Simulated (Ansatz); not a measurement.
# Cl3H3O4SiSn: a ladder of functionals and wavefunction methods

An exercise on one series of results from a longer session: the logs are not shown, and one member is left open.

Program: Ansatz 0.2.0, Gaussian basis. Level of theory: functionals in def2-TZVPP, the program's frozen cores in correlated methods. These are calculated values, not measurements.

Levels to be run: LDA (SPW92), PBE-D4, revPBE-D4, BLYP-D4, r2SCAN-D4, B97M-V, PBE0-D4, B3LYP-D4, r2SCANh-D4, r2SCAN0-D4, HSE06-D4, BHLYP-D4, CAM-B3LYP-D4, LC-ωPBE, ωB97X-V, ωB97M-V, B2PLYP, PBE-QIDH; CCSD(T)/def2-SVP; CCSD(T)/def2-TZVPP; MP2/def2-QZVPP; extrapolation to the limit; RPA on PBE.

### Structure used throughout

All runs share one geometry, relaxed beforehand with PBE0-D4 in a triple-zeta def2 set. Sn takes the def2 core potential; no spin-orbit term is included.

SMILES `O[Si](O)(O)[O][Sn]([Cl])([Cl])[Cl]`, 12 atoms, charge 0, spin multiplicity 1.

Atoms are counted from 1 here; the program's logs count them from 0.

Bond lengths: O1–Si2 1.624 Å, O1–H10 0.958 Å, Si2–O3 1.633 Å, Si2–O4 1.628 Å, Si2–O5 1.633 Å, O3–H11 0.958 Å, O4–H12 0.958 Å, O5–Sn6 1.930 Å, Sn6–Cl7 2.289 Å, Sn6–Cl8 2.288 Å, Sn6–Cl9 2.289 Å. Angles: Si2–O1–H10 117.2°, O1–Si2–O3 107.8°, O1–Si2–O4 106.7°, O1–Si2–O5 114.7°, O3–Si2–O4 115.7°, O3–Si2–O5 103.1°, O4–Si2–O5 109.1°, Si2–O3–H11 118.8°, Si2–O4–H12 117.6°, Si2–O5–Sn6 125.8°, O5–Sn6–Cl7 110.2°, O5–Sn6–Cl8 112.0°, O5–Sn6–Cl9 105.3°, Cl7–Sn6–Cl8 111.3°, Cl7–Sn6–Cl9 108.7°, Cl8–Sn6–Cl9 109.1°.

Set-up of the first run:

Contents of in.yaml:

```yaml
crystal:
  periodic: [false, false, false]
  atoms:
    - {symbol: O, position_ang: [-2.281440, -0.379958, 0.042660]}
    - {symbol: Si, position_ang: [-0.739287, -0.669624, -0.377778]}
    - {symbol: O, position_ang: [0.018867, -1.314913, 0.917040]}
    - {symbol: O, position_ang: [-0.785716, -1.608151, -1.707426]}
    - {symbol: O, position_ang: [0.144169, 0.665554, -0.698100]}
    - {symbol: Sn, position_ang: [1.398882, 1.505514, 0.503397]}
    - {symbol: Cl, position_ang: [3.312156, 0.257752, 0.649587]}
    - {symbol: Cl, position_ang: [0.488633, 1.876462, 2.569553]}
    - {symbol: Cl, position_ang: [1.907407, 3.518049, -0.462043]}
    - {symbol: H, position_ang: [-2.927086, -0.333146, -0.663651]}
    - {symbol: H, position_ang: [-0.471684, -1.900517, 1.494671]}
    - {symbol: H, position_ang: [0.012201, -1.672121, -2.233809]}
basis:
  gaussian: {orbitals: def2-TZVPP}
hamiltonian: {xc: lda}
output: {orbitals: {seedname: orbitals}}
```

On the command line:

```
ansatz run in.yaml --threads 5 --pin off --events-out ev --progress --plain --max-ram 66560MiB --backend cuda --devices 0, --max-vram 37GiB
```

Among the steps run: LDA; PBE-D4 (GGA); revPBE-D4 (GGA); BLYP-D4 (GGA); r2SCAN-D4 (meta-GGA); B97M-V (meta-GGA); PBE0-D4 (hybrid); B3LYP-D4 (hybrid); r2SCANh-D4 (hybrid); r2SCAN0-D4 (hybrid); HSE06-D4 (hybrid); BHLYP-D4 (hybrid); CAM-B3LYP-D4 (range-separated); LC-ωPBE (range-separated); ωB97X-V (range-separated); ωB97M-V (range-separated); B2PLYP (double hybrid); PBE-QIDH (double hybrid).

One table of the session follows, with a row left open; its other results are not shown here.

It belongs to the step «Orbital energies across the functionals». 

| functional | HOMO (eV) | LUMO (eV) | gap (eV) |
| --- | --- | --- | --- |
| LDA (SPW92) | -7.85 | -3.90 | 3.95 |
| PBE-D4 | -7.63 | -3.57 | 4.07 |
| revPBE-D4 | -7.55 | -3.45 | 4.10 |
| BLYP-D4 | -7.53 | -3.50 | 4.03 |
| r2SCAN-D4 | -8.06 | -3.40 | 4.66 |
| B97M-V | -8.14 | -3.28 | 4.86 |
| PBE0-D4 | -9.37 | -2.66 | 6.71 |
| B3LYP-D4 | -9.08 | -2.96 | 6.12 |
| r2SCANh-D4 | -8.70 | -3.07 | 5.64 |
| r2SCAN0-D4 | -9.66 | -2.56 | 7.11 |
| HSE06-D4 | -8.96 | -3.03 | 5.93 |
| BHLYP-D4 | -10.75 | -1.66 | 9.09 |
| CAM-B3LYP-D4 | ? | ? | ? |
| LC-ωPBE | -12.25 | -0.39 | 11.86 |
| ωB97X-V | -11.88 | -0.51 | 11.37 |
| ωB97M-V | -11.72 | -0.60 | 11.13 |

**Question.** Estimate the row for CAM-B3LYP-D4.

As computed: HOMO (eV): -10.82; LUMO (eV): -1.65; gap (eV): 9.17. In the column «HOMO (eV)» it lies between ωB97M-V (-11.72) and BHLYP-D4 (-10.75).
